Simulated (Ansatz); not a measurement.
# H₆OSiSn: up Jacob's ladder to CCSD(T)

The task here is to estimate one member of a computed series from the others.

The runs use Ansatz 0.2.0, Gaussian basis; functionals in def2-TZVPP, the program's frozen cores in correlated methods.

The runs, in order: LDA (SPW92), PBE-D4, revPBE-D4, BLYP-D4, r2SCAN-D4, B97M-V, PBE0-D4, B3LYP-D4, r2SCANh-D4, r2SCAN0-D4, HSE06-D4, BHLYP-D4, CAM-B3LYP-D4, LC-ωPBE, ωB97X-V, ωB97M-V, B2PLYP, PBE-QIDH; CCSD(T)/def2-SVP; CCSD(T)/def2-TZVPP; MP2/def2-QZVPP; extrapolation to the limit; RPA on PBE.

### Structure used throughout

All runs share one geometry, relaxed beforehand with PBE0-D4 in a triple-zeta def2 set. Sn takes the def2 core potential; no spin-orbit term is included.

SMILES `[SiH3][O][SnH3]`, 9 atoms, charge 0, spin multiplicity 1.

Atoms are counted from 1 here; the program's logs count them from 0.

Bond lengths: Si1–O2 1.627 Å, Si1–H4 1.492 Å, Si1–H5 1.486 Å, Si1–H6 1.492 Å, O2–Sn3 1.963 Å, Sn3–H7 1.699 Å, Sn3–H8 1.705 Å, Sn3–H9 1.705 Å. Angles: O2–Si1–H4 111.4°, O2–Si1–H5 109.0°, O2–Si1–H6 111.4°, H4–Si1–H5 108.8°, H4–Si1–H6 107.4°, H5–Si1–H6 108.8°, Si1–O2–Sn3 136.6°, O2–Sn3–H7 103.7°, O2–Sn3–H8 106.7°, O2–Sn3–H9 106.7°, H7–Sn3–H8 113.3°, H7–Sn3–H9 113.3°, H8–Sn3–H9 112.3°.

The first run:

in.yaml

```yaml
crystal:
  periodic: [false, false, false]
  atoms:
    - {symbol: Si, position_ang: [-0.707504, 1.106253, -0.961768]}
    - {symbol: O, position_ang: [0.549635, 0.232730, -0.410972]}
    - {symbol: Sn, position_ang: [0.837113, -1.145673, 0.956351]}
    - {symbol: H, position_ang: [-1.786010, 0.228132, -1.502038]}
    - {symbol: H, position_ang: [-0.232967, 2.004117, -2.046444]}
    - {symbol: H, position_ang: [-1.309616, 1.937379, 0.121225]}
    - {symbol: H, position_ang: [2.493744, -1.499815, 0.829868]}
    - {symbol: H, position_ang: [-0.166009, -2.460890, 0.544685]}
    - {symbol: H, position_ang: [0.410113, -0.448434, 2.451994]}
basis:
  gaussian: {orbitals: def2-TZVPP}
hamiltonian: {xc: lda}
output: {orbitals: {seedname: orbitals}}
```

Among the steps run: LDA; PBE-D4 (GGA); revPBE-D4 (GGA); BLYP-D4 (GGA); r2SCAN-D4 (meta-GGA); B97M-V (meta-GGA); PBE0-D4 (hybrid); B3LYP-D4 (hybrid); r2SCANh-D4 (hybrid); r2SCAN0-D4 (hybrid); HSE06-D4 (hybrid); BHLYP-D4 (hybrid); CAM-B3LYP-D4 (range-separated); LC-ωPBE-D4 (range-separated; the results give it without D4); ωB97X-V (range-separated); ωB97M-V (range-separated); B2PLYP (double hybrid); PBE-QIDH (double hybrid).

One of the session's tables, all rows but one given; the rest of the session is left out.

It belongs to the step «Frontier levels by functional». 

```
  functional  HOMO (eV)  gap (eV)
 LDA (SPW92)      -6.89      5.06
      PBE-D4      -6.82      5.24
   revPBE-D4      -6.78      5.32
     BLYP-D4      -6.73      5.25
   r2SCAN-D4      -7.16      5.95
      B97M-V      -7.32      5.84
     PBE0-D4      -8.25      7.49
    B3LYP-D4      -8.04      7.04
  r2SCANh-D4      -7.69      6.76
  r2SCAN0-D4      -8.49      7.95
    HSE06-D4          ?         ?
    BHLYP-D4      -9.63      9.62
CAM-B3LYP-D4      -9.66      9.78
     LC-ωPBE     -11.00     12.25
     ωB97X-V     -10.68     11.78
     ωB97M-V     -10.55     11.32
```

Estimate the missing values for HSE06-D4.

As computed: HOMO (eV): -7.85; gap (eV): 6.72. In the column «HOMO (eV)» it lies between B3LYP-D4 (-8.04) and r2SCANh-D4 (-7.69).
